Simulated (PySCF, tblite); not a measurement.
**C4H6BBrO: geometry, infrared bands and NMR shifts**

What infrared bands and NMR shifts should C4H6BBrO (`BrB1C=CCCO1`) show?

Computed with tblite 0.8.0 and PySCF 2.14.0, with density-fitted response routines of our own, on a single molecule in the gas phase. Atoms are numbered from 0 throughout.

## (1) Starting geometry

13 atoms, charge 0, multiplicity 1; geometry from: force field or distance geometry start.

Bonds of the start (Å): Br0–B1 2.02, B1–C2 1.55, C2–C3 1.33, C3–C4 1.48, C4–C5 1.46, C5–O6 1.37, O6–B1 1.47, C2–H7 1.10, C3–H8 1.09, C4–H9 1.13, C4–H10 1.14, C5–H11 1.13, C5–H12 1.12.

## (2) Geometry optimisation with GFN2-xTB

The job: settings as JSON, then the geometry in Å.

```
{"job": {"kind": "relax", "xc": "GFN2-xTB", "basis": "xTB"}, "charge": 0, "multiplicity": 1}
Br     2.840600     2.214100     0.330900
B      1.238500     0.990200     0.188300
C     -0.184700     1.520100    -0.134800
C     -1.124000     0.600800    -0.362200
C     -0.797000    -0.839400    -0.267700
C      0.439100    -1.239600     0.401600
O      1.284600    -0.291400     0.901000
H     -0.405500     2.600700    -0.186300
H     -2.142900     0.904200    -0.592000
H     -1.642300    -1.434400     0.183500
H     -0.755800    -1.200800    -1.347000
H      0.183400    -2.005400     1.196600
H      1.061700    -1.818400    -0.329800
```

Launch:

```sh
> OMP_NUM_THREADS=1 python probes_run.py task.json out
```

The driver reads the jobs from task.json and runs them one after another.

**Question.** This job is followed by: GFN2-xTB harmonic vibrations, gas phase; GIAO PBE0/pcSseg-1 NMR shielding, non-relativistic, gas phase. Predict these results of the whole session: strongest single infrared mode (GFN2-xTB); zero-point energy (GFN2-xTB); 13C shifts against TMS (PBE0/pcSseg-1); 1H shifts against TMS (PBE0/pcSseg-1, means over atoms taken as alike); 79Br shifts against HBr (PBE0/pcSseg-1); 11B shifts against BF3·OEt2 (PBE0/pcSseg-1); 17O shifts against H2O (PBE0/pcSseg-1); surface potential, 1st and 99th percentile.

**Answer**, as computed:

```
                                                              quantity                         value
                             strongest single infrared mode (GFN2-xTB)         1262 cm⁻¹, 209 km/mol
                                          zero-point energy (GFN2-xTB)                 60.5 kcal/mol
                                13C shifts against TMS (PBE0/pcSseg-1)  156.9, 135.9, 66.3, 32.0 ppm
1H shifts against TMS (PBE0/pcSseg-1, means over atoms taken as alike)    7.17, 6.33, 4.45, 2.37 ppm
                               79Br shifts against HBr (PBE0/pcSseg-1)                       216 ppm
                           11B shifts against BF3·OEt2 (PBE0/pcSseg-1)                      38.1 ppm
                                17O shifts against H2O (PBE0/pcSseg-1)                     170.0 ppm
                                 surface potential, 1st and 99th percentile            -1.25 V and 1.10 V
```

Relaxing lowered the energy by 1.088 eV in 60 steps; the close pair that moved most is Br0–B1, from 2.021 to 1.887 Å. All 33 modes are real, so the xTB geometry is a minimum. The strongest single mode, at 1262 cm⁻¹, has its largest shares on B1, O6 and H11 (the list is cut at 3 atoms). GFN2-xTB is a fitted tight-binding method: band positions and strengths are rough. Its intensities can rank the bands wrongly. At PBE0/pcSseg-1: The largest span, 765 ppm, is at Br0, where the paramagnetic term is -719 ppm. By nearest atom (PBE0/pcSseg-1), the HOMO sits on C2, C3 about 27 % each; Br0 21 % and the LUMO on C3 27 %; B1 26 %. Spin-orbit coupling is left out, which matters for shieldings and couplings at and beside the heavy atoms.
